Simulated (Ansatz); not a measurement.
Runs of Ansatz 0.2.0 on SnTe3. Symmetry: Fm-3m, No. 225, cubic system. The conventional cell has a = 7.722 Å, b = 7.722 Å, c = 7.722 Å, α = 90.00°, β = 90.00°, γ = 90.00°. Around Te (site symmetry m-3m) lie 8 Te at 3.34 Å. Around Te (site symmetry -43m) lie 4 Te at 3.34 Å and 4 Sn at 3.34 Å. Sn (site symmetry m-3m) has 8 Te at 3.34 Å as nearest neighbours. The cell comes from a database or a generator and needn't be the stable form of this composition.

```tsv
task	level	potentials or basis	cell	k mesh	cutoff (eV)	points for each segment of the path	gap on the mesh (eV)	pressure (GPa)	relaxed volume (Å³/atom)
single point	PBEsol	PseudoDojo standard (PBEsol files)	as given	6 × 6 × 6	1120	-	none	(b)	-
band structure	PBE	Ansatz PAW	as given	6 × 6 × 6	420	14	none	0.1	-
band structure	HSE06	Ansatz PAW	as given	4 × 4 × 4	420	4	none	-	-
single point	PBEsol	PseudoDojo stringent (PBEsol files)	as given	6 × 6 × 6	1388	-	none	-2.7	-
band structure	r2SCAN	Ansatz PAW	as given	6 × 6 × 6	500	14	none	0.0	-
single point	PBEsol	JTH PAW	as given	6 × 6 × 6	6600	-	none	-2.7	-
relaxation of cell and atoms	HSE06	Ansatz PAW	relaxed	4 × 4 × 4	420	-	none	-	27.99
relaxation of cell and atoms	PBEsol+D3(BJ)	Ansatz PAW	relaxed	6 × 6 × 6	420	-	none	0.0	25.82
single point	PBE0	Ansatz PAW	as given	4 × 4 × 4	420	-	none	-	-
relaxation of cell and atoms	PBEsol+D3(BJ)+ATM	Ansatz PAW	relaxed	6 × 6 × 6	420	-	none	0.0	(a)
band structure	LDA	Ansatz PAW	as given	6 × 6 × 6	420	14	none	-3.8	-
```

Alike in all rows: no spin polarisation; smearing fermi-dirac 0.05 eV.

Problem. Fill in the values left out.

Solution. (a) 25.98; (b) -2.9.

Caveats: the PAW data sets come from PBE, with cores solved anew for the run's functional, which leaves a small shift of forces and pressure (some runs); the plane-wave basis is chosen anew once the cell has moved, so the energies of steps on either side of that aren't comparable (some runs); pairwise dispersion overbinds metals, which lowers pressure and volume (some runs).

A k mesh can miss the band edges, and the runs leave out spin-orbit coupling on Sn, Te.

A gap of «none» marks a metal or a gap under the smearing width.

Not every run made on this cell is shown here.
